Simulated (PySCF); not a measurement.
# SiSe2⁻ at other levels of theory

What do other methods print for SiSe2⁻?

Computed with PySCF 2.14.0. Level: each script names its method and basis.

1 further run of the same task is left out (it didn't finish).

## 1. The system as given

SiSe2⁻: 3 atoms, charge -1, spin multiplicity 2.

Bond lengths: Si1–Se2 2.249 Å, Si1–Se3 2.249 Å. Angles: Se2–Si1–Se3 132.8°.

## 2. Base script

input.py reads:

```python
from pyscf import gto, scf, mcscf, mrpt

mol = gto.M(
    atom='Si 0 0 -0.7669; Se 2.0615 0 0.1332; Se -2.0615 0 0.1332',
    basis='lanl2dz',
    ecp={'Si': 'lanl2dz', 'Se': 'lanl2dz'},
    charge=-1,
    spin=1,
    verbose=4,
)
mf = scf.ROHF(mol)
mf.kernel()
mc = mcscf.CASSCF(mf, 8, 9)
mc.kernel()
mc.analyze()
mrpt.NEVPT(mc).kernel()
mf.dip_moment()
print('orbital energies (hartree):', mf.mo_energy[..., max(0, mol.nelec[1]-3):mol.nelec[0]+3].round(4))
```

Started as:

```bash
OMP_NUM_THREADS=1 python input.py
```

## 3. Frequency run (UHF)

Run 1 changes step after the SCF: nevpt2 → frequency; SCF type: ROHF → UHF.

input.py reads:

```python
from pyscf import gto, scf
from pyscf.hessian import thermo

mol = gto.M(
    atom='Si 0 0 -0.7669; Se 2.0615 0 0.1332; Se -2.0615 0 0.1332',
    basis='lanl2dz',
    ecp={'Si': 'lanl2dz', 'Se': 'lanl2dz'},
    charge=-1,
    spin=1,
    verbose=4,
)
mf = scf.UHF(mol)
mf.kernel()
hess = mf.Hessian().kernel()
print('wavenumber (cm^-1) =', thermo.harmonic_analysis(mol, hess)['freq_wavenumber'].round(1))
mf.dip_moment()
print('orbital energies (hartree):', [e[max(0, n-3):n+3].round(4) for e, n in zip(mf.mo_energy, mol.nelec)])
```

## 4. Active space 11 electrons in 8 orbitals

Run 2 changes active space: 9 electrons in 8 orbitals → 11 electrons in 8 orbitals.

Changes to input.py since step 2:

```diff
@@ -12,3 +12,3 @@
 mf.kernel()
-mc = mcscf.CASSCF(mf, 8, 9)
+mc = mcscf.CASSCF(mf, 8, 11)
 mc.kernel()
```

## 5. TDHF (UHF)

Run 3 changes step after the SCF: nevpt2 → tddft; SCF type: ROHF → UHF; number of roots: none → 5.

input.py reads:

```python
from pyscf import gto, scf, tdscf

mol = gto.M(
    atom='Si 0 0 -0.7669; Se 2.0615 0 0.1332; Se -2.0615 0 0.1332',
    basis='lanl2dz',
    ecp={'Si': 'lanl2dz', 'Se': 'lanl2dz'},
    charge=-1,
    spin=1,
    verbose=4,
)
mf = scf.UHF(mol)
mf.kernel()
td = tdscf.TDHF(mf)
td.nstates = 5
td.kernel()
td.analyze(verbose=3)
mf.dip_moment()
print('orbital energies (hartree):', [e[max(0, n-3):n+3].round(4) for e, n in zip(mf.mo_energy, mol.nelec)])
```

Q: Predict the outcome of this session. Wanted: for each run, E(SCF); from base; gap, α spin; after the SCF.

The runs gave:

```tsv
run	E(SCF) (hartree)	from base (eV)	cycles	gap, α spin (eV)	after the SCF
base	-21.852166	0	11	n/a	NEVPT2 correlation -3.238 eV (from the SCF energy, the CASSCF gain included)
frequency run (UHF)	-21.855654	-0.0949	13	8.10	highest mode 468 cm⁻¹
active space 11 electrons in 8 orbitals	-21.852166	0.0000	11	n/a	NEVPT2 correlation -3.341 eV (from the SCF energy, the CASSCF gain included)
TDHF (UHF)	-21.855654	-0.0949	13	8.10	lowest root found 1.74 eV
```

Total energies from different bases, Hamiltonians or methods carry different errors, so properties are taken as differences within one set-up.
